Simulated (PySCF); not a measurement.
# Br2HSi: the cost of one run

Program: PySCF 2.14.0. Level of theory: levels as typed in each script, gas phase, geometry from GFN2-xTB. These are calculated values, not measurements.

## (1) The starting structure

SMILES `Br[SiH]Br`, 4 atoms, charge 0, spin multiplicity 2.

Bond lengths: Br1–Si2 2.233 Å, Si2–Br3 2.233 Å, Si2–H4 1.452 Å. Angles: Br1–Si2–Br3 108.7°, Br1–Si2–H4 107.4°, Br3–Si2–H4 107.3°.

Geometry (Å):

```xyz
4
charge 0, multiplicity 2
Br    1.81436   -0.23881    0.00995
Si   -0.00006    1.05668   -0.12406
Br   -1.81432   -0.23884    0.00995
H    -0.00038    1.92394    1.04038
```

## (2) Removing and adding an electron (wB97X/aug-cc-pvdz)

The input, input.py:

```python
import numpy as np
from pyscf import gto, scf, dft
from pyscf.scf import atom_ks, atom_hf
from scipy.linalg import block_diag

def solve(mol, dm0=None, hcore=None):
    mf = (dft.UKS if mol.spin else dft.RKS)(mol, xc='wb97x')
    mf.grids.level = 3
    mf = mf.density_fit(auxbasis='def2-universal-jkfit')
    mf.conv_tol, mf.max_cycle = 1e-8, 80
    if hcore is not None:
        mf.get_hcore = lambda *args: hcore
    mf.kernel(dm0)
    if not mf.converged:
        mf = mf.newton().run(mf.mo_coeff, mf.mo_occ, max_cycle=30)
    assert mf.converged, 'SCF not converged'
    return mf

mol = gto.M(atom='''
Br     1.81436    -0.23881     0.00995
Si    -0.00006     1.05668    -0.12406
Br    -1.81432    -0.23884     0.00995
H     -0.00038     1.92394     1.04038
''', basis='aug-cc-pvdz', charge=0, spin=1, verbose=4)
mf = solve(mol)
out = dict(e0=mf.e_tot, dm0=mf.make_rdm1(), c=mf.mo_coeff, occ=mf.mo_occ, eps=mf.mo_energy)
for name, dq, spin in [('cation', 1, 0), ('anion', -1, 0)]:
    ion = mol.copy().set(charge=mol.charge + dq, spin=spin).build()
    mi = solve(ion)
    if spin and dq > 0 and mol.nao < 130:
        c, _, stable, _ = mi.stability(return_status=True)
        if not stable:
            mi = solve(ion, mi.make_rdm1(c, mi.mo_occ))
    print(name, 'vertical energy change / eV', (mi.e_tot - mf.e_tot) * 27.211386)
    out.update({'e_' + name: mi.e_tot, 'dm_' + name: mi.make_rdm1(), 's2_' + name: mi.spin_square()[0], 'eps_' + name: mi.mo_energy, 'occ_' + name: mi.mo_occ})
# spherically averaged free atoms, for the promolecule
atm = atom_ks.get_atm_nrks(mol, xc='wb97x')
pro = block_diag(*[(atm[a[0]][2] * atm[a[0]][3]) @ atm[a[0]][2].T for a in mol._atom])
np.savez('result.npz', pro=pro, **out)
```

Launch:

```console
> OMP_NUM_THREADS=1 python input.py
```

Q: Estimate wall time and peak memory on 1 thread of Arm Neoverse V1, shared host.

About 46 s, with a peak of 0.58 GiB.
